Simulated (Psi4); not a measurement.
# SnH3OF (SMILES [OH][SnH2][F]): UPW91/def2-SVPD (density fitting, core potential, dipole perturbation λ (added as +λ·μ, a field of −λ) (0, 0.005, 0) a.u.)

We compute the energy in a field of SnH3OF. 

The calculation is run with Psi4 1.11.

2 further runs of the same task are left out: 1 that didn't finish, 1 set aside as unsound or not needed.

## Step 1: The system as given

SnH3OF: 6 atoms, total charge 0, spin state singlet. As SMILES, `[OH][SnH2][F]`. The shape is that of a PBE0-D4/def2-TZVP optimisation. This is one conformer, not always the lowest.

Bond lengths: O1–Sn2 1.948 Å, Sn2–F3 1.922 Å, O1–H4 0.960 Å, Sn2–H5 1.701 Å, Sn2–H6 1.692 Å. Angles: O1–Sn2–F3 105.3°, O1–Sn2–H5 111.8°, O1–Sn2–H6 106.0°, F3–Sn2–H5 104.3°, F3–Sn2–H6 107.5°, Sn2–O1–H4 114.0°, H5–Sn2–H6 120.8°.

## Step 2: The energy in a field at UPW91/def2-SVPD (density fitting, core potential, dipole perturbation λ (added as +λ·μ, a field of −λ) (0, 0.005, 0) a.u.)

The input, calc.in:

```
memory 1600 mb

molecule {
  0 1
  O     -2.67282863    -0.62927880    -0.80313360
  Sn     0.57126421     0.48358092     0.53611530
  F      2.66281308    -2.48517883     0.57088626
  H     -2.58627917    -1.29578520    -2.48820239
  H      2.07132881     2.48895828    -1.47795480
  H      0.03307021     1.31657219     3.57517286
  units au
  symmetry c1
  no_reorient
  no_com
}

set reference uks
set scf_type mem_df
set perturb_h true
set perturb_with dipole
set perturb_dipole [0.0, 0.005, 0.0]

result, w = energy("pw91/def2-SVPD", return_wfn=True)
```

Run with:

```bash
psi4 -n 1 calc.in calc.out
```

calc.out:

```text
[...]
    !!!  WARNING: ECP capability is in beta. Please check occupations closely.  !!!
[...]
  Running in c1 symmetry.
[...]
  Nuclear repulsion =  145.519141331838199
[...]
  Multiplicity = 1
[...]
  Nalpha       = 21
  Nbeta        = 21
[...]
    Number of basis functions: 102
[...]
   @DF-UKS iter   1:  -390.65710116873544   -9.68152e-01   9.97671e-03 ADIIS/DIIS
[...]
   @DF-UKS iter  10:  -391.09798595432528   -1.20278e-08   3.89315e-07 DIIS
[...]
   @S^2 Observed:               -5.329070518E-14
[...]
    Orbital Energies [Eh]
    ---------------------
    Alpha Occupied:
       1A    -24.243020     2A    -18.788310     3A     -4.941671
       4A     -3.323888     5A     -3.322157     6A     -3.320129
       7A     -1.039731     8A     -0.999307     9A     -0.985970
      10A     -0.983954    11A     -0.983270    12A     -0.952857
      13A     -0.875569    14A     -0.508119    15A     -0.421046
      16A     -0.358716    17A     -0.353619    18A     -0.329598
      19A     -0.307869    20A     -0.297716    21A     -0.275299
    Alpha Virtual:
      22A     -0.068284    23A     -0.056044    24A     -0.044181
      25A     -0.009517    26A      0.025370    27A      0.041378
[...]
  @DF-UKS Final Energy:  -391.09798595432528
   => Energetics <=
    Nuclear Repulsion Energy =            145.5191413318381990
    One-Electron Energy =                -911.0174302721466120
    Two-Electron Energy =                 412.6470703564901328
    DFT Exchange-Correlation Energy =     -38.2467673705070439
    Empirical Dispersion Energy =           0.0000000000000000
    VV10 Nonlocal Energy =                  0.0000000000000000
    Total Energy =                       -391.0979859543252815
[...]
 Multipole Moments:
 ------------------------------------------------------------------------------------
     Multipole            Electronic (a.u.)      Nuclear  (a.u.)        Total (a.u.)
 ------------------------------------------------------------------------------------
 L = 1.  Multiply by 2.5417464519 to convert [e a0] to [Debye]
 Dipole X            :        -14.6935078           14.6686211           -0.0248867
 Dipole Y            :         14.9507807          -14.2523144            0.6984663
 Dipole Z            :        -10.3441604           10.1164598           -0.2277006
 Magnitude           :                                                    0.7350661
[...]
```

It took 16 s on 1 thread of AMD EPYC 7R43 (Zen 3), shared host; peak memory 0.57 GiB.

## Step 3: What came out

At UPW91/def2-SVPD (density fitting, core potential, dipole perturbation λ (added as +λ·μ, a field of −λ) (0, 0.005, 0) a.u.):

```
     quantity          value
 total energy  -391.09799 Eh
dipole moment         1.87 D
HOMO–LUMO gap        5.63 eV
```
